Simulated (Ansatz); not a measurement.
# KMnF3: the cost of one run

Program: Ansatz 0.2.0. Level of theory: DFT LDA+U (U_eff = 6 eV on Mn d), plane waves, PAW. These are calculated values, not measurements.

## Step 1: Starting point

The structure is cubic, space group Pm-3m (No. 221). Conventional cell: a = 4.187 Å, b = 4.187 Å, c = 4.187 Å, α = 90.00°, β = 90.00°, γ = 90.00°. Around K (site symmetry m-3m) lie 12 F at 2.96 Å. Mn (site symmetry m-3m) is surrounded by 6 F at 2.09 Å. F (site symmetry 4/mmm) has 2 Mn at 2.09 Å and 4 K at 2.96 Å as nearest neighbours.

Coordinates:

```xyz
5
Lattice="4.1869 0.0000 0.0000 0.0000 4.1869 0.0000 0.0000 0.0000 4.1869" Properties=species:S:1:pos:R:3 pbc="T T T"
K     2.0934    2.0934    2.0934
Mn    0.0000    0.0000    0.0000
F     2.0934    0.0000    0.0000
F     0.0000    2.0934    0.0000
F     0.0000    0.0000    2.0934
```

## Step 2: Ferromagnetic start, free, symmetry kept, no search

File input.yaml:

```yaml
crystal:
  lattice:
    - [4.18689985, 0.0, 0.0]
    - [0.0, 4.18689985, 0.0]
    - [0.0, 0.0, 4.18689985]
  atoms:
    - { symbol: K, position: [0.5, 0.5, 0.5] }
    - { symbol: Mn, position: [0.0, 0.0, 0.0], spin: 5.0 }
    - { symbol: F, position: [0.5, 0.0, 0.0] }
    - { symbol: F, position: [0.0, 0.5, 0.0] }
    - { symbol: F, position: [0.0, 0.0, 0.5] }
basis:
  ecutwfc: 420
  ecutrho_ratio: 4
kpoints:
  mp_grid: { grid: [5, 5, 5] }
hamiltonian:
  xc: lda
  hubbard: { sites: [{ site: 1, l: d, u_eff: 6.0 }] }
scf:
  occupations: { method: gaussian, width: 0.05 }
  lower_state_search: "off"
  max_iter: 150
output:
  forces: true
  stress: true
  eigenvalues: true
  populations: true
  hubbard: { sites: [{ site: 1, l: d }] }
magnetization:
  spin_polarized: true
```

Started as:

```sh
$ ansatz run input.yaml --threads 4 --pin off --max-ram 6144MiB --backend cpu --events-out ev --progress --plain --runs-dir out
```

**Question.** How long does this run take on 4 threads of Arm Neoverse V1, shared host, and how much memory does it need?

About 1.9 s, with a peak of 0.38 GiB.
